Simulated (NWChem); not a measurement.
# CdCl2 (SMILES [Cl][Cd][Cl]): r2SCAN/def2-TZVPD (core potential)

What is the vertical ionisation energy of CdCl2 at r2SCAN/def2-TZVPD (core potential)? 

Program for the calculation: NWChem 7.3.0.

### 1 The molecule

CdCl2: 3 atoms, total charge 0, spin state singlet. As SMILES, `[Cl][Cd][Cl]`. Geometry: relaxed at PBE0-D4/def2-TZVP.

Bond lengths: Cl1–Cd2 2.264 Å, Cd2–Cl3 2.264 Å. Angles: Cl1–Cd2–Cl3 180.0°.

### 2 The energy at r2SCAN/def2-TZVPD (core potential)

The input, job.nw:

```
start job
title "CdCl2"
memory 2200 mb
charge 0

geometry units atomic noautosym nocenter noautoz
  Cl     2.88731255     2.51144602     1.83964838
  Cd    -0.00718096    -0.04044014    -0.00850377
  Cl    -2.90072960    -2.59364911    -1.85627797
end

basis spherical bse
  * library def2-TZVPD
end

ecp bse
  Cd library def2-TZVPD
end

dft
  xc r2scan
  grid fine
  convergence energy 1e-08
  maxiter 100
  mulliken
  noprint "final vectors analysis"
end

task dft energy
```

Started as:

```bash
nwchem job.nw > job.out
```

Output:

```text
[...]
          Wavefunction type:  closed shell.
          No. of atoms     :     3
          No. of electrons :    54
[...]
          Charge           :     0
          Spin multiplicity:     1
[...]
          AO basis - number of functions:   132
[...]
              XC Information
              --------------
                      r^2SCAN Method XC Functional
               r^2SCAN metaGGA Exchange Functional  1.000
                     r^2SCAN Correlation Potential  1.000
[...]
 d= 0,ls=0.0,diis     1  -1088.2288592244 -1.28D+03  1.26D-02  1.11D+00     4.2
[...]
 d= 0,ls=0.0,diis     8  -1088.2895933581  5.05D-09  3.97D-06  5.48D-07    26.6
         Total DFT energy =    -1088.289593358126
      One electron energy =    -1952.438191248664
           Coulomb energy =      743.474016471030
    Exchange-Corr. energy =      -72.031757483504
 Nuclear repulsion energy =      192.706338903011
[...]
      Total Density - Mulliken Population Analysis
     ---------------------------------------------
    Atom       Charge   Shell Charges
 -----------   ------   -------------------------------------------------------
    1 Cl  17    17.40   2.01  0.44  1.52  1.11  0.88 -0.01  4.19  1.67  1.10  2.85  1.56  0.04  0.00  0.02  0.00  0.00
    2 Cd  20    19.21   0.04 -0.44  1.65  0.75  0.78  0.13  5.25  0.76  0.33 -0.02  5.91  3.21  0.85  0.00
    3 Cl  17    17.40   2.01  0.44  1.52  1.11  0.88 -0.01  4.19  1.67  1.10  2.85  1.56  0.04  0.00  0.02  0.00  0.00
[...]
```

It took 27 s on 1 thread of Intel Xeon Platinum 8488C (Sapphire Rapids), shared host; peak memory 0.12 GiB.

### 3 The doublet cation, same level

The input, a.nw:

```
start a
memory stack 880 mb heap 220 mb global 1100 mb
charge 1
geometry units au noautosym nocenter noautoz
 Cl   2.88731255   2.51144602   1.83964838
 Cd  -0.00718096  -0.04044014  -0.00850377
 Cl  -2.90072960  -2.59364911  -1.85627797
end
basis "ao basis" spherical bse
 * library def2-TZVPD
end
ecp bse
 Cd library def2-TZVPD
end
dft
 xc r2scan
 mult 2
 grid fine
 convergence energy 1e-08
 maxiter 100
 mulliken
 print low
end
task dft energy
```

Started as:

```bash
nwchem a.nw > a.out
```

Output:

```text
[...]
 d= 0,ls=0.0,diis     1  -1087.7926225800 -1.28D+03  5.18D-03  7.16D-01     5.5
[...]
 d= 0,ls=0.5,diis    17  -1087.8921734184 -5.91D-09  3.62D-07  2.56D-09    81.4
[...]
         Total DFT energy =    -1087.892173420970
      One electron energy =    -1939.380733185089
           Coulomb energy =      730.496142791940
    Exchange-Corr. energy =      -71.713921930833
 Nuclear repulsion energy =      192.706338903011
[...]
      Total Density - Mulliken Population Analysis
     ---------------------------------------------
    Atom       Charge   Shell Charges
 -----------   ------   -------------------------------------------------------
    1 Cl  17    16.98   2.01  0.44  1.52  1.15  0.87 -0.03  4.19  1.67  1.08  2.80  1.25  0.01  0.01  0.03  0.00  0.00
    2 Cd  20    19.05   0.04 -0.43  1.65  0.75  0.74  0.07  5.25  0.76  0.30 -0.05  5.92  3.22  0.82  0.00
    3 Cl  17    16.98   2.01  0.44  1.52  1.15  0.87 -0.03  4.19  1.67  1.08  2.80  1.25  0.01  0.01  0.03  0.00  0.00
[...]
      <S2> =      0.7550 (Exact =     0.7500)
[...]
```

Run time: 87 s. Hardware: 1 thread of Intel Xeon Platinum 8488C (Sapphire Rapids), shared host; peak memory 0.13 GiB.

### 4 What came out

Level: r2SCAN/def2-TZVPD (core potential).

```
                                          quantity           value
                       singlet CdCl2: total energy  -1088.28959 Eh
                      singlet CdCl2: dipole moment          0.00 D
                      doublet cation: total energy  -1087.89217 Eh
                              doublet cation: ⟨S²⟩           0.755
vertical ionisation energy (to the doublet cation)       10.814 eV
```

**Reading.** The vertical ionisation energy comes to 10.81 eV (249 kcal/mol). Mulliken charges (singlet CdCl2) run from -0.40 on Cl1 to +0.79 on Cd2; in a basis this large or diffuse they mean little. Mulliken charges (doublet cation) run from +0.02 on Cl1 to +0.95 on Cd2; in a basis this large or diffuse they mean little.
